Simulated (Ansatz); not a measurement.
# C2H10NO4Ta: a ladder of functionals and wavefunction methods

The task here is to estimate one member of a computed series from the others.

The runs use Ansatz 0.2.0, Gaussian basis; functionals in def2-TZVPP, the program's frozen cores in correlated methods.

Plan: LDA (SPW92), PBE-D4, revPBE-D4, BLYP-D4, r2SCAN-D4, B97M-V, PBE0-D4, B3LYP-D4, r2SCANh-D4, r2SCAN0-D4, HSE06-D4, BHLYP-D4, CAM-B3LYP-D4, LC-ωPBE, ωB97X-V, ωB97M-V, B2PLYP, PBE-QIDH; CCSD(T)/def2-SVP; CCSD(T)/def2-TZVPP; MP2/def2-QZVPP; extrapolation to the limit; RPA on PBE.

## Structure used throughout

An earlier PBE0-D4 in a triple-zeta def2 set relaxation fixed the geometry. Ta takes the def2 core potential; no spin-orbit term is included.

SMILES `C[N](C)[Ta]([OH])([OH])([OH])[OH]`, 18 atoms, charge 0, spin multiplicity 1.

Atoms are counted from 1 here; the program's logs count them from 0.

Bond lengths: C1–N2 1.446 Å, C1–H9 1.098 Å, C1–H10 1.098 Å, C1–H11 1.090 Å, N2–C3 1.446 Å, N2–Ta4 1.965 Å, C3–H12 1.090 Å, C3–H13 1.098 Å, C3–H14 1.098 Å, Ta4–O5 1.932 Å, Ta4–O6 1.932 Å, Ta4–O7 1.946 Å, Ta4–O8 1.947 Å, O5–H15 0.956 Å, O6–H16 0.956 Å, O7–H17 0.960 Å, O8–H18 0.960 Å. Angles: N2–C1–H9 110.9°, N2–C1–H10 110.8°, N2–C1–H11 110.8°, H9–C1–H10 107.9°, H9–C1–H11 108.4°, H10–C1–H11 107.9°, C1–N2–C3 113.1°, C1–N2–Ta4 123.4°, C3–N2–Ta4 123.5°, N2–C3–H12 110.8°, N2–C3–H13 110.8°, N2–C3–H14 110.9°, H12–C3–H13 107.9°, H12–C3–H14 108.4°, H13–C3–H14 107.9°, N2–Ta4–O5 98.0°, N2–Ta4–O6 98.0°, N2–Ta4–O7 113.5° and more.

The first run:

The input, in.yaml:

```yaml
crystal:
  periodic: [false, false, false]
  atoms:
    - {symbol: C, position_ang: [1.629592, 0.170495, -1.251287]}
    - {symbol: N, position_ang: [0.783644, -0.338854, -0.194801]}
    - {symbol: C, position_ang: [1.364811, -1.464019, 0.503430]}
    - {symbol: Ta, position_ang: [-0.973972, 0.421438, 0.247221]}
    - {symbol: O, position_ang: [-1.519315, 0.899633, -1.543290]}
    - {symbol: O, position_ang: [-0.912000, 0.151057, 2.159437]}
    - {symbol: O, position_ang: [-0.932685, 2.342883, 0.555700]}
    - {symbol: O, position_ang: [-2.402772, -0.900324, 0.289988]}
    - {symbol: H, position_ang: [2.586939, 0.526797, -0.849041]}
    - {symbol: H, position_ang: [1.844052, -0.612833, -1.990309]}
    - {symbol: H, position_ang: [1.145666, 0.997657, -1.770774]}
    - {symbol: H, position_ang: [0.710686, -1.801328, 1.307513]}
    - {symbol: H, position_ang: [2.331226, -1.190244, 0.947111]}
    - {symbol: H, position_ang: [1.533634, -2.305119, -0.181617]}
    - {symbol: H, position_ang: [-1.904271, 1.711951, -1.870003]}
    - {symbol: H, position_ang: [-1.574204, -0.217214, 2.743134]}
    - {symbol: H, position_ang: [-0.839929, 2.625822, 1.468023]}
    - {symbol: H, position_ang: [-2.908704, -1.006596, -0.518534]}
basis:
  gaussian: {orbitals: def2-TZVPP}
hamiltonian: {xc: lda}
output: {orbitals: {seedname: orbitals}}
```

Launch:

```console
$ ansatz run in.yaml --threads 4 --pin off --events-out ev --progress --plain --max-ram 66560MiB --backend cuda --devices 0, --max-vram 37GiB
```

Among the steps run: LDA; PBE-D4 (GGA); revPBE-D4 (GGA); BLYP-D4 (GGA); r2SCAN-D4 (meta-GGA); B97M-V (meta-GGA); B3LYP-D4 (hybrid); r2SCANh-D4 (hybrid); r2SCAN0-D4 (hybrid); HSE06-D4 (hybrid); BHLYP-D4 (hybrid); CAM-B3LYP-D4 (range-separated); LC-ωPBE (range-separated); ωB97X-V (range-separated); ωB97M-V (range-separated); B2PLYP (double hybrid); PBE-QIDH (double hybrid).

One of the session's tables, all rows but one given; the rest of the session is left out.

It belongs to the step «Frontier levels by functional». 

```
  functional  HOMO (eV)  gap (eV)
 LDA (SPW92)      -5.48      3.65
      PBE-D4      -5.34      3.74
   revPBE-D4      -5.28      3.77
     BLYP-D4      -5.25      3.74
   r2SCAN-D4      -5.60      4.21
      B97M-V      -5.73      4.31
     PBE0-D4      -6.68      5.98
    B3LYP-D4      -6.47      5.51
  r2SCANh-D4      -6.10      5.04
  r2SCAN0-D4      -6.86      6.31
    HSE06-D4      -6.27      5.20
    BHLYP-D4      -7.95      8.28
CAM-B3LYP-D4          ?         ?
     LC-ωPBE      -9.36     11.03
     ωB97X-V      -9.04     10.57
     ωB97M-V      -8.95     10.37
```

Q: Estimate the row for CAM-B3LYP-D4 from the others.

**Answer.** HOMO (eV): -8.05; gap (eV): 8.47. In the column «HOMO (eV)» it lies between ωB97M-V (-8.95) and BHLYP-D4 (-7.95).
